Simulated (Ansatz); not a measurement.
# Nb2As3: the cost of one run

Computed with Ansatz 0.2.0 (DFT PBE, scalar-relativistic, plane waves, PAW, unless a step's input says otherwise).

### Step 1. The starting structure

It takes space group P-3m1 (No. 164, trigonal). Conventional cell: a = 4.088 Å, b = 4.088 Å, c = 6.360 Å, α = 90.00°, β = 90.00°, γ = 120.00°. Nb (site symmetry 3m) is surrounded by 7 As at 2.46 to 2.83 Å. As (site symmetry -3m) has 6 Nb at 2.83 Å as nearest neighbours. Around As (site symmetry 3m) lie 4 Nb at 2.46 to 2.54 Å.

Structure file:

```cif
data_structure
_symmetry_space_group_name_H-M 'P 1'
_symmetry_Int_Tables_number 1
_cell_length_a 4.0878
_cell_length_b 4.0878
_cell_length_c 6.3599
_cell_angle_alpha 90.000
_cell_angle_beta 90.000
_cell_angle_gamma 120.000
_cell_volume 92.04
loop_
_atom_site_label
_atom_site_type_symbol
_atom_site_fract_x
_atom_site_fract_y
_atom_site_fract_z
_atom_site_occupancy
Nb1 Nb 0.33333 0.66667 0.24500 1
Nb2 Nb 0.66667 0.33333 0.75500 1
As1 As 0.00000 0.00000 0.00000 1
As2 As 0.33333 0.66667 0.64500 1
As3 As 0.66667 0.33333 0.35500 1
```

This is candidate A: A-type sesquioxide type (P-3m1, No. 164).

(A quick probe on a coarse mesh, which set the mesh and smearing, is not shown.)

### Step 3. Coarse relaxation (candidate A)

The input, input.yaml:

```yaml
crystal:
  lattice:
    - [4.0877689278, 0.0, 0.0]
    - [-2.0438844639, 3.5401117363, 0.0]
    - [0.0, 0.0, 6.3599044486]
  atoms:
    - { symbol: Nb, position: [0.3333333333, 0.6666666667, 0.245] }
    - { symbol: Nb, position: [0.6666666667, 0.3333333333, 0.755] }
    - { symbol: As, position: [0.0, 0.0, 0.0] }
    - { symbol: As, position: [0.3333333333, 0.6666666667, 0.645] }
    - { symbol: As, position: [0.6666666667, 0.3333333333, 0.355] }
basis:
  ecutwfc: 420
kpoints:
  mp_grid: { grid: [6, 6, 4] }
hamiltonian:
  xc: pbe
scf:
  occupations: { method: gaussian, width: 0.1 }
  lower_state_search: "off"
output:
  forces: true
  stress: true
  eigenvalues: true
relax:
  adjacent_minimum: "off"
  f_tol: 0.04
  max_steps: 70
  cell: { stress_tol: 0.4 }
```

Command:

```sh
ansatz run input.yaml --threads 1 --pin off --max-ram 2560MiB --backend cpu --events-out ev --progress --plain --runs-dir out
```

Q: Estimate wall time and peak memory on 1 thread of Intel Xeon Platinum 8375C at 2.90GHz (Ice Lake), shared host.

About 40 s, with a peak of 0.46 GiB.
